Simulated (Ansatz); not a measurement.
# C5H5NO: a ladder of functionals and wavefunction methods

Aim: compute C5H5NO with functionals from several rungs and with coupled cluster, and see how far each lands from CCSD(T) at the basis-set limit for the atomisation energy.

Computed with Ansatz 0.2.0, Gaussian basis. Level: functionals in def2-TZVPP, the program's frozen cores in correlated methods.

The runs, in order: LDA (SPW92), PBE-D4, revPBE-D4, BLYP-D4, r2SCAN-D4, B97M-V, PBE0-D4, B3LYP-D4, r2SCANh-D4, r2SCAN0-D4, HSE06-D4, BHLYP-D4, CAM-B3LYP-D4, LC-ωPBE, ωB97X-V, ωB97M-V, B2PLYP, PBE-QIDH; CCSD(T)/def2-SVP; CCSD(T)/def2-TZVPP; MP2/def2-QZVPP; extrapolation to the limit; RPA on PBE.

## (1) The geometry

An earlier PBE0-D4 in a triple-zeta def2 set relaxation fixed the geometry.

SMILES `O=Cc1ccc[nH]1`, 12 atoms, charge 0, spin multiplicity 1.

Atoms are counted from 1 here; the program's logs count them from 0.

Bond lengths: O1–C2 1.214 Å, C2–C3 1.440 Å, C2–H8 1.107 Å, C3–C4 1.385 Å, C3–N7 1.366 Å, C4–C5 1.404 Å, C4–H9 1.079 Å, C5–C6 1.382 Å, C5–H10 1.078 Å, C6–N7 1.348 Å, C6–H11 1.079 Å, N7–H12 1.006 Å. Angles: O1–C2–C3 123.6°, O1–C2–H8 121.4°, C3–C2–H8 115.0°, C2–C3–C4 131.7°, C2–C3–N7 120.9°, C4–C3–N7 107.4°, C3–C4–C5 107.3°, C3–C4–H9 125.4°, C5–C4–H9 127.3°, C4–C5–C6 107.1°, C4–C5–H10 127.2°, C6–C5–H10 125.7°, C5–C6–N7 108.3°, C5–C6–H11 130.2°, N7–C6–H11 121.5°, C3–N7–C6 109.9°, C3–N7–H12 122.6°, C6–N7–H12 127.6°.

## (2) LDA

This LDA is Slater exchange with PW92 correlation.

File in.yaml:

```yaml
crystal:
  periodic: [false, false, false]
  atoms:
    - {symbol: O, position_ang: [1.225742, -2.515098, -0.615914]}
    - {symbol: C, position_ang: [0.142132, -1.977826, -0.514275]}
    - {symbol: C, position_ang: [-0.031018, -0.594735, -0.154668]}
    - {symbol: C, position_ang: [-1.168316, 0.178988, 0.007489]}
    - {symbol: C, position_ang: [-0.748525, 1.469877, 0.364795]}
    - {symbol: C, position_ang: [0.632712, 1.448996, 0.410912]}
    - {symbol: N, position_ang: [1.047462, 0.205080, 0.097312]}
    - {symbol: H, position_ang: [-0.797449, -2.534787, -0.696892]}
    - {symbol: H, position_ang: [-2.182877, -0.165795, -0.121723]}
    - {symbol: H, position_ang: [-1.371870, 2.325933, 0.568055]}
    - {symbol: H, position_ang: [1.333866, 2.234544, 0.644980]}
    - {symbol: H, position_ang: [1.994839, -0.130476, 0.043928]}
basis:
  gaussian: {orbitals: def2-TZVPP}
hamiltonian: {xc: lda}
output: {orbitals: {seedname: orbitals}}
```

The run is started by

```sh
> ansatz run in.yaml --threads 2 --pin off --events-out ev --progress --plain --max-ram 22528MiB --backend cuda --devices 0, --max-vram 18GiB
```

Further steps of the session: PBE-D4 (GGA); revPBE-D4 (GGA); BLYP-D4 (GGA); r2SCAN-D4 (meta-GGA); B97M-V (meta-GGA); PBE0-D4 (hybrid); B3LYP-D4 (hybrid); r2SCANh-D4 (hybrid); r2SCAN0-D4 (hybrid); HSE06-D4 (hybrid); BHLYP-D4 (hybrid); CAM-B3LYP-D4 (range-separated); LC-ωPBE (range-separated); ωB97X-V (range-separated); ωB97M-V (range-separated); B2PLYP (double hybrid); PBE-QIDH (double hybrid); CCSD(T) in def2-SVP; CCSD(T) in def2-TZVPP; MP2 in def2-QZVPP; RPA on PBE orbitals.

Before running them: what should the planned runs give, taken together? Wanted: atomisation energy, CCSD(T)/CBS; farthest beyond LDA; mean size of error, GGA; mean size of error, meta-GGA; mean size of error, hybrid; mean size of error, range-separated; mean size of error, double hybrid; gap, smallest and largest; T1 diagnostic.

The runs gave:

| quantity | value |
| --- | --- |
| atomisation energy, CCSD(T)/CBS | 57.945 eV |
| functionals within 0.290 eV (0.5 %) | r2SCANh-D4, B2PLYP |
| farthest beyond LDA | PBE-D4 (+3.019 eV) |
| mean size of error, GGA | 1.714 eV |
| mean size of error, meta-GGA | 0.599 eV |
| mean size of error, hybrid | 0.982 eV |
| mean size of error, range-separated | 0.486 eV |
| mean size of error, double hybrid | 0.227 eV |
| gap, smallest and largest | 3.39 eV (LDA (SPW92)), 10.00 eV (LC-ωPBE) |
| T1 diagnostic | 0.0140 |
| triples share of the correlation energy | 4.8 % |

What this shows: LDA overbinds by 10.634 eV (18 %). PBE-D4 is off by +3.019 eV. Double hybrids carry the basis error of their MP2 part in triple zeta, and no dispersion term here, so their miss is partly the set-up's. Taken by rung, double hybrid functionals do best (0.227 eV on average) and GGA ones worst beyond LDA (1.714 eV). The reference freezes the cores and leaves out relativity and excitations past (T), so misses under about 0.290 eV can't be ranked. Hartree-Fock recovers 70 % of the binding; the rest is correlation. CCSD(T) in def2-SVP is off by -2.385 eV, more than most functionals: a good method in a small basis is no reference. The gap grows from 3.4 to 10.0 eV across the functionals, mostly with the share of exact exchange. The restricted reference is unstable towards a spin-broken one.
